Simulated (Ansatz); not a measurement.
# CH7AsBNSi: two geometries relaxed

Aim: relax the geometries before and after the inversion of the pyramid at N1, and see whether they are two minima and how far apart in energy. SMILES of the start: NB1[SiH2]C1[AsH2].

Method: RKS r2SCAN-D4/def2-SVP, in Ansatz 0.2.0.

## Step 1: Starting point

Bond lengths: N1–B2 1.461 Å, B2–Si3 2.033 Å, B2–C4 1.607 Å, Si3–C4 1.823 Å, C4–As5 2.025 Å, N1–H6 1.087 Å, N1–H7 1.057 Å, Si3–H8 1.399 Å, Si3–H9 1.538 Å, C4–H10 1.037 Å, As5–H11 1.591 Å, As5–H12 1.573 Å. Angles (14 of 21 angles, heavy atoms first): N1–B2–Si3 152.0°, N1–B2–C4 149.2°, Si3–B2–C4 58.7°, B2–Si3–C4 48.9°, B2–C4–Si3 72.4°, B2–C4–As5 109.4°, Si3–C4–As5 110.7°, B2–N1–H6 109.3°, B2–N1–H7 108.8°, B2–Si3–H8 107.7°, B2–Si3–H9 105.9°, C4–Si3–H8 122.7°, C4–Si3–H9 115.6°, B2–C4–H10 116.7°.

As a file:

```xyz
12

N    -0.3488    2.2671   -0.4082
B     0.0913    0.9427    0.0229
Si    0.1318   -0.5871    1.3615
C     1.0091   -0.3540   -0.2197
As    0.1845   -1.5008   -1.6701
H    -1.0572    2.6633    0.3154
H    -0.9324    2.1635   -1.2834
H    -1.1595   -1.1198    1.4376
H     0.8483   -0.0389    2.6072
H     2.0360   -0.2115   -0.1843
H    -1.2881   -1.4755   -1.0693
H     0.5621   -2.8043   -0.8757
```

## Step 2: Relaxing end A

input.yaml reads:

```yaml
crystal:
  periodic: [false, false, false]
  atoms:
    - { symbol: "N", position_ang: [-0.3488, 2.2671, -0.4082] }
    - { symbol: B, position_ang: [0.0913, 0.9427, 0.0229] }
    - { symbol: Si, position_ang: [0.1318, -0.5871, 1.3615] }
    - { symbol: C, position_ang: [1.0091, -0.354, -0.2197] }
    - { symbol: As, position_ang: [0.1845, -1.5008, -1.6701] }
    - { symbol: H, position_ang: [-1.0572, 2.6633, 0.3154] }
    - { symbol: H, position_ang: [-0.9324, 2.1635, -1.2834] }
    - { symbol: H, position_ang: [-1.1595, -1.1198, 1.4376] }
    - { symbol: H, position_ang: [0.8483, -0.0389, 2.6072] }
    - { symbol: H, position_ang: [2.036, -0.2115, -0.1843] }
    - { symbol: H, position_ang: [-1.2881, -1.4755, -1.0693] }
    - { symbol: H, position_ang: [0.5621, -2.8043, -0.8757] }
basis:
  gaussian: { orbitals: def2-SVP }
hamiltonian:
  xc: r2scan
  dispersion: d4
relax:
  f_tol: 0.015
  max_steps: 40
```

The run is started by

```bash
> ansatz run input.yaml --threads 2 --pin off --max-ram 3072MiB --backend cpu --events-out ev --progress --plain --runs-dir out
```

Output, shortened:

```text
Warning: RAYON_NUM_THREADS=2 ignored (pool sized by the plan → 2); use --threads N
[...]
Functional definition: r2SCAN
[...]
1449 factors; their error is unknown
[...]
mean field -72019.05664435 eV, -2646.6515154101 hartree, gradient 5.0e-5 eV, S^2 0.000000; 0 other end points of the search recorded, 0 dependent functions left out
[...]
reference -72019.05665511 eV, -2646.6515158053 hartree; 36, 36 occupied and 91, 91 virtual orbitals, 1449 factors
relax step   1: F+E_penalty+E_count = -72019.13323560 eV  Δ(F+E_penalty+E_count) = +0.000e0 eV  max|allowed force component| = 3.615e0 eV/Å  Δτ_max = 0.0000 Å  (30 SCF iters, accepted)
[...]
relax step   5: F+E_penalty+E_count = -72020.74302346 eV  Δ(F+E_penalty+E_count) = +4.434e-2 eV  max|allowed force component| = 1.003e0 eV/Å  Δτ_max = 0.1957 Å  (36 SCF iters, rejected (line search))
[...]
relax step   9: F+E_penalty+E_count = -72020.83818308 eV  Δ(F+E_penalty+E_count) = -2.746e-3 eV  max|allowed force component| = 7.420e-2 eV/Å  Δτ_max = 0.0309 Å  (30 SCF iters, accepted)
[...]
relax step  13: F+E_penalty+E_count = -72020.84471351 eV  Δ(F+E_penalty+E_count) = -1.248e-4 eV  max|allowed force component| = 5.219e-2 eV/Å  Δτ_max = 0.0322 Å  (31 SCF iters, accepted)
[...]
relax step  15: F+E_penalty+E_count = -72020.84520770 eV  Δ(F+E_penalty+E_count) = +1.194e-4 eV  max|allowed force component| = 4.446e-2 eV/Å  Δτ_max = 0.0168 Å  (30 SCF iters, rejected (line search))
[...]
1449 factors; their error is unknown
mean field -72020.76863196 eV, -2646.7144297943 hartree, gradient 2.3e-5 eV, S^2 0.000000; 1 other end points of the search recorded, 0 dependent functions left out
[...]
reference -72020.76864305 eV, -2646.7144302018 hartree; 36, 36 occupied and 91, 91 virtual orbitals, 1449 factors
Total energy: -72020.84551030 eV, -2646.7172550211 hartree
Atom 0 at    -0.579673     2.049404    -0.473159 Å, force     0.004217    -0.000743     0.000665 eV/Å
Atom 1 at    -0.130930     0.878060     0.109762 Å, force     0.004362     0.006007    -0.001426 eV/Å
Atom 2 at     0.074143    -0.426784     1.549042 Å, force     0.001491     0.000325     0.007406 eV/Å
Atom 3 at     0.886499    -0.270513    -0.177735 Å, force    -0.012607    -0.002110    -0.007326 eV/Å
Atom 4 at     0.205536    -1.449145    -1.611527 Å, force     0.001167    -0.003751     0.002936 eV/Å
Atom 5 at    -1.283392     2.643454    -0.050002 Å, force    -0.007145    -0.005234    -0.001999 eV/Å
Atom 6 at    -0.234896     2.393090    -1.364949 Å, force     0.007419     0.002260     0.004078 eV/Å
Atom 7 at    -0.738338    -1.654527     1.779647 Å, force     0.000798    -0.001724     0.001122 eV/Å
Atom 8 at     0.951806    -0.108002     2.714977 Å, force    -0.000893    -0.000221    -0.003920 eV/Å
Atom 9 at     1.959172    -0.078506    -0.327415 Å, force     0.004888     0.005558     0.000083 eV/Å
Atom 10 at    -1.270763    -1.251343    -1.259831 Å, force    -0.002926    -0.001025    -0.001218 eV/Å
Atom 11 at     0.237936    -2.780487    -0.854911 Å, force    -0.000772     0.000658    -0.000402 eV/Å
Dipole moment:    -0.105795     0.468867    -0.154819 e Å
```

Wall time 54 s (2 threads of INTEL XEON PLATINUM 8581C at 2.10GHz (Emerald Rapids), shared host); peak memory 0.23 GiB.

Relaxation path:

```csv
step,energy from step 1 (eV),largest force component (eV/Å)
1,0.0000,3.6155
2,-1.0006,1.7140
3,-1.4021,1.9197
4,-1.6541,0.4885
5x,-1.6098,1.0034
6,-1.6849,0.7014
7,-1.6935,0.2018
8,-1.7022,0.1022
9,-1.7049,0.0742
10,-1.7084,0.0683
11,-1.7106,0.0826
12,-1.7114,0.0612
13,-1.7115,0.0522
14,-1.7121,0.0296
15x,-1.7120,0.0445
16,-1.7123,0.0126
```

Step 1 is the start. 2 steps were tried and not accepted (marked x).

After: Bond lengths: N1–B2 1.383 Å, B2–Si3 1.954 Å, B2–C4 1.561 Å, Si3–C4 1.915 Å, C4–As5 1.977 Å, N1–H6 1.013 Å, N1–H7 1.016 Å, Si3–H8 1.490 Å, Si3–H9 1.494 Å, C4–H10 1.100 Å, As5–H11 1.530 Å, As5–H12 1.532 Å. Angles (14 of 21 angles, heavy atoms first): N1–B2–Si3 155.5°, N1–B2–C4 139.2°, Si3–B2–C4 64.9°, B2–Si3–C4 47.6°, B2–C4–Si3 67.5°, B2–C4–As5 110.3°, Si3–C4–As5 117.3°, B2–N1–H6 123.1°, B2–N1–H7 123.1°, B2–Si3–H8 127.4°, B2–Si3–H9 119.6°, C4–Si3–H8 116.0°, C4–Si3–H9 115.9°, B2–C4–H10 122.2°.

## Step 3: Relaxing end B

The second end starts from a geometry with the move made by hand.

input.yaml: that of step 2 with these lines changed.

```diff
@@ -8,4 +8,4 @@
     - { symbol: As, position_ang: [0.1845, -1.5008, -1.6701] }
-    - { symbol: H, position_ang: [-1.0572, 2.6633, 0.3154] }
-    - { symbol: H, position_ang: [-0.9324, 2.1635, -1.2834] }
+    - { symbol: H, position_ang: [0.06762, 3.01853, 0.2584] }
+    - { symbol: H, position_ang: [0.10537, 2.49123, -1.33599] }
     - { symbol: H, position_ang: [-1.1595, -1.1198, 1.4376] }
@@ -23 +23,3 @@
   max_steps: 40
+output:
+  orbitals: {}
```

The run is started by

```bash
> ansatz run input.yaml --threads 2 --pin off --max-ram 3072MiB --backend cpu --events-out ev --progress --plain --runs-dir out
```

Output, shortened:

```text
Warning: RAYON_NUM_THREADS=2 ignored (pool sized by the plan → 2); use --threads N
[...]
[... 1 set-up line as earlier in the session ...]
[...]
1449 factors; their error is unknown
[...]
mean field -72019.01205901 eV, -2646.6498769290 hartree, gradient 7.6e-6 eV, S^2 0.000000; 0 other end points of the search recorded, 0 dependent functions left out
[...]
reference -72019.01206994 eV, -2646.6498773304 hartree; 36, 36 occupied and 91, 91 virtual orbitals, 1449 factors
relax step   1: F+E_penalty+E_count = -72019.08840468 eV  Δ(F+E_penalty+E_count) = +0.000e0 eV  max|allowed force component| = 3.640e0 eV/Å  Δτ_max = 0.0000 Å  (32 SCF iters, accepted)
[...]
relax step   5: F+E_penalty+E_count = -72020.77355701 eV  Δ(F+E_penalty+E_count) = -7.731e-2 eV  max|allowed force component| = 5.251e-1 eV/Å  Δτ_max = 0.2000 Å  (30 SCF iters, accepted)
[...]
Atom 2 at     0.112229    -0.377565     1.536173 Å, force    -0.007554    -0.000277     0.010660 eV/Å
Atom 3 at     1.029116    -0.332152    -0.143416 Å, force     0.005687     0.002387    -0.004696 eV/Å
Atom 4 at     0.270309    -1.410050    -1.616908 Å, force    -0.005337    -0.000224     0.005646 eV/Å
Atom 5 at    -0.721819     2.853156    -0.109369 Å, force     0.007556    -0.007434    -0.007738 eV/Å
Atom 6 at     0.362883     2.463225    -1.360637 Å, force    -0.001815     0.003265     0.000960 eV/Å
Atom 7 at    -0.868476    -1.485248     1.715182 Å, force     0.000805    -0.000501     0.000515 eV/Å
Atom 8 at     0.960424    -0.178480     2.749398 Å, force     0.000537    -0.000053    -0.000957 eV/Å
Atom 9 at     2.124447    -0.286720    -0.235999 Å, force    -0.000691    -0.001324    -0.000464 eV/Å
Atom 10 at    -1.181086    -1.003051    -1.350189 Å, force     0.002881    -0.002150    -0.001560 eV/Å
Atom 11 at     0.069818    -2.728362    -0.863072 Å, force     0.000549     0.002892    -0.003134 eV/Å
Dipole moment:    -0.030576     0.479305    -0.156418 e Å
```

Wall time 65 s (2 threads of INTEL XEON PLATINUM 8581C at 2.10GHz (Emerald Rapids), shared host); peak memory 0.23 GiB.

Step by step:

```csv
step,energy from step 1 (eV),largest force component (eV/Å)
1,0.0000,3.6401
2,-1.0567,2.1246
3,-1.3960,2.3093
4,-1.6078,0.9880
5,-1.6852,0.5251
6,-1.7210,0.2107
7x,-1.7176,0.2239
8,-1.7380,0.1462
9,-1.7447,0.1846
10,-1.7463,0.2506
11,-1.7519,0.1666
12,-1.7550,0.0606
13,-1.7558,0.0414
14,-1.7560,0.0432
15,-1.7565,0.0253
16,-1.7568,0.0280
17,-1.7570,0.0293
18,-1.7571,0.0203
19,-1.7572,0.0107
```

Step 1 is the start. 1 step was tried and not accepted (marked x).

After: Bond lengths: N1–B2 1.383 Å, B2–Si3 1.953 Å, B2–C4 1.561 Å, Si3–C4 1.914 Å, C4–As5 1.977 Å, N1–H6 1.014 Å, N1–H7 1.016 Å, Si3–H8 1.490 Å, Si3–H9 1.494 Å, C4–H10 1.100 Å, As5–H11 1.531 Å, As5–H12 1.532 Å. Angles (14 of 21 angles, heavy atoms first): N1–B2–Si3 155.6°, N1–B2–C4 139.0°, Si3–B2–C4 64.9°, B2–Si3–C4 47.6°, B2–C4–Si3 67.5°, B2–C4–As5 110.4°, Si3–C4–As5 117.2°, B2–N1–H6 123.1°, B2–N1–H7 123.0°, B2–Si3–H8 127.5°, B2–Si3–H9 119.5°, C4–Si3–H8 116.0°, C4–Si3–H9 115.9°, B2–C4–H10 122.1°.

## Step 4: What came out

```
                           quantity                     value
                              end A  13 moves, 1.712 eV lower
                              end B  17 moves, 1.757 eV lower
largest difference between the ends                    0.01 Å
            end B relative to end A                 -0.000 eV
```

In words: Both starts fell into the same minimum (no atom differs by more than 0.01 Å), so from this start no second minimum was found and no band was run; another arrangement could still be one.
